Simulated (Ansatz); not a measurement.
# CH5GeNS: one species, many methods

Aim: compute CH5GeNS with functionals from several rungs and with coupled cluster. The yardstick is the atomisation energy at the CCSD(T) limit.

Program: Ansatz 0.2.0, Gaussian basis. Level of theory: functionals in def2-TZVPP, the program's frozen cores in correlated methods. These are calculated values, not measurements.

The runs, in order: PBE-D4, r2SCAN-D4, PBE0-D4, B3LYP-D4, ωB97X-V, ωB97M-V, B2PLYP; CCSD(T)/def2-TZVPP; MP2/def2-QZVPP; extrapolation to the limit.

**1. Structure used throughout**

An earlier PBE0-D4 in a triple-zeta def2 set relaxation fixed the geometry.

SMILES `[SH][GeH]1[CH2][NH]1`, 9 atoms, charge 0, spin multiplicity 1.

Atoms are counted from 1 here; the program's logs count them from 0.

Bond lengths: S1–Ge2 2.203 Å, S1–H5 1.344 Å, Ge2–C3 1.912 Å, Ge2–N4 1.860 Å, Ge2–H6 1.525 Å, C3–N4 1.491 Å, C3–H7 1.087 Å, C3–H8 1.089 Å, N4–H9 1.013 Å. Angles: Ge2–S1–H5 91.6°, S1–Ge2–C3 124.6°, S1–Ge2–N4 113.4°, S1–Ge2–H6 112.4°, C3–Ge2–N4 46.5°, C3–Ge2–H6 121.8°, N4–Ge2–H6 120.1°, Ge2–C3–N4 64.9°, Ge2–C3–H7 120.4°, Ge2–C3–H8 118.0°, N4–C3–H7 114.0°, N4–C3–H8 118.2°, H7–C3–H8 113.0°, Ge2–N4–C3 68.6°, Ge2–N4–H9 117.7°, C3–N4–H9 112.9°.

**2. PBE-D4 (GGA)**

File in.yaml:

```yaml
crystal:
  periodic: [false, false, false]
  atoms:
    - {symbol: S, position_ang: [-0.675917, 1.573360, -1.950224]}
    - {symbol: Ge, position_ang: [0.390393, 0.777735, -0.194754]}
    - {symbol: C, position_ang: [0.482799, -1.073979, 0.273238]}
    - {symbol: N, position_ang: [-0.661683, -0.327328, 0.869320]}
    - {symbol: H, position_ang: [-1.641609, 0.646291, -1.829465]}
    - {symbol: H, position_ang: [1.303612, 1.815373, 0.449870]}
    - {symbol: H, position_ang: [0.188419, -1.837796, -0.441753]}
    - {symbol: H, position_ang: [1.287170, -1.395347, 0.932921]}
    - {symbol: H, position_ang: [-0.584685, -0.224509, 1.873949]}
basis:
  gaussian: {orbitals: def2-TZVPP}
hamiltonian: {xc: pbe, dispersion: d4}
output: {forces: true, orbitals: {seedname: orbitals}}
```

The run is started by

```sh
> ansatz run in.yaml --threads 4 --pin off --events-out ev --progress --plain --max-ram 10444MiB
```

Further steps of the session: r2SCAN-D4 (meta-GGA); PBE0-D4 (hybrid); B3LYP-D4 (hybrid); ωB97X-V (range-separated); ωB97M-V (range-separated); B2PLYP (double hybrid); CCSD(T) in def2-TZVPP; MP2 in def2-QZVPP.

**Question.** What will the summary of the whole plan be? Wanted: atomisation energy, CCSD(T)/CBS; farthest; mean size of error, hybrid; mean size of error, range-separated; gap, smallest and largest; T1 diagnostic; triples share of the correlation energy.

**Answer**, as computed:

```
                               quantity                                           value
        atomisation energy, CCSD(T)/CBS                                   2883.0 kJ/mol
 functionals within 28.8 kJ/mol (1.0 %)  r2SCAN-D4, PBE0-D4, B3LYP-D4, ωB97X-V, ωB97M-V
                               farthest                           PBE-D4 (+63.6 kJ/mol)
             mean size of error, hybrid                                     12.1 kJ/mol
    mean size of error, range-separated                                      8.6 kJ/mol
              gap, smallest and largest            3.93 eV (PBE-D4), 10.36 eV (ωB97X-V)
                          T1 diagnostic                                          0.0123
triples share of the correlation energy                                           4.3 %
```

**Reading.** PBE-D4 is off by +63.6 kJ/mol. Double hybrids carry the basis error of their MP2 part in triple zeta, and no dispersion term here, so their miss is partly the set-up's. The reference freezes the cores and leaves out relativity and excitations past (T), and its outer-core shells are covered unevenly, so misses under about 28.8 kJ/mol can't be ranked. Hartree-Fock recovers 66 % of the binding; the rest is correlation. Orbital gaps span 3.9 to 10.4 eV; exact exchange widens them. Correlated methods include outer-core shells of Ge, which these sets cover unevenly.
